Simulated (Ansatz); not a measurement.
# ZrC (rocksalt): equation of state and elastic constants

Aim: the bulk modulus of ZrC (rocksalt) from energies at several volumes around the relaxed one, then the elastic tensor.

Program: Ansatz 0.2.0. Level of theory: DFT PBEsol, scalar-relativistic, plane waves, PAW. These are calculated values, not measurements.

## Step 1: The starting structure

The structure is cubic, space group Fm-3m (No. 225). Conventional cell: a = 4.669 Å, b = 4.669 Å, c = 4.669 Å, α = 90.00°, β = 90.00°, γ = 90.00°. Zr (site symmetry m-3m) is surrounded by 6 C at 2.33 Å. Around C (site symmetry m-3m) lie 6 Zr at 2.33 Å.

Coordinates:

```cif
data_structure
_symmetry_space_group_name_H-M 'P 1'
_symmetry_Int_Tables_number 1
_cell_length_a 3.3016
_cell_length_b 3.3016
_cell_length_c 3.3016
_cell_angle_alpha 60.000
_cell_angle_beta 60.000
_cell_angle_gamma 60.000
_cell_volume 25.45
loop_
_atom_site_label
_atom_site_type_symbol
_atom_site_fract_x
_atom_site_fract_y
_atom_site_fract_z
_atom_site_occupancy
Zr1 Zr 0.50000 0.50000 0.50000 1
C1 C 0.00000 0.00000 0.00000 1
```

This cell comes from an earlier session at PBEsol: 12.724 Å³/atom at 0.02 GPa, on a 12×12×12 mesh.

Volume factors to run: 0.980, 1.020, 0.960, 1.040.

## Step 2: At 0.980 of the relaxed volume

Contents of input.yaml:

```yaml
crystal:
  lattice:
    - [0.0, 2.318915596, 2.318915596]
    - [2.318915596, 0.0, 2.318915596]
    - [2.318915596, 2.318915596, 0.0]
  atoms:
    - { symbol: Zr, position: [0.5, 0.5, 0.5] }
    - { symbol: C, position: [0.0, 0.0, 0.0] }
basis:
  ecutwfc: 420
  ecutrho_ratio: 4
kpoints:
  mp_grid: { grid: [12, 12, 12] }
hamiltonian:
  xc: pbesol
scf:
  occupations: { method: gaussian, width: 0.05 }
output:
  forces: true
  stress: true
  eigenvalues: true
```

Further steps of the session: Scaling the volume by 1.020; At 0.960 of the relaxed volume; Scaling the volume by 1.040; Elastic constants, atoms relaxed.

What does the calculation give? Wanted: V0; B0; B0′; scatter of the fit; C11, C12, C44; K, G, E; Poisson's ratio.

As calculated:

| quantity | value |
| --- | --- |
| V0 | 12.725 Å³/atom |
| B0 | 235 GPa |
| B0′ | 4.1 |
| scatter of the fit | 0.001 meV/atom |
| C11, C12, C44 | 480, 113, 150 GPa |
| K, G, E (Hill) | 235, 162, 396 GPa |
| Poisson's ratio | 0.22 |

**Reading.** A third-order Birch–Murnaghan fit puts the minimum at 12.73 Å³/atom with a bulk modulus of 235 GPa, a stiff solid. One per cent of compression takes about 2.4 GPa. All eigenvalues of the tensor are positive, so the cell is mechanically stable. K/G = 1.45 lies under Pugh's 1.75, an empirical mark of brittle behaviour drawn from metals, and the universal anisotropy index of 0.05 is close to the isotropic zero. The bulk moduli from the tensor and from the fit agree within 1 %. These are values at 0 K without zero-point motion.
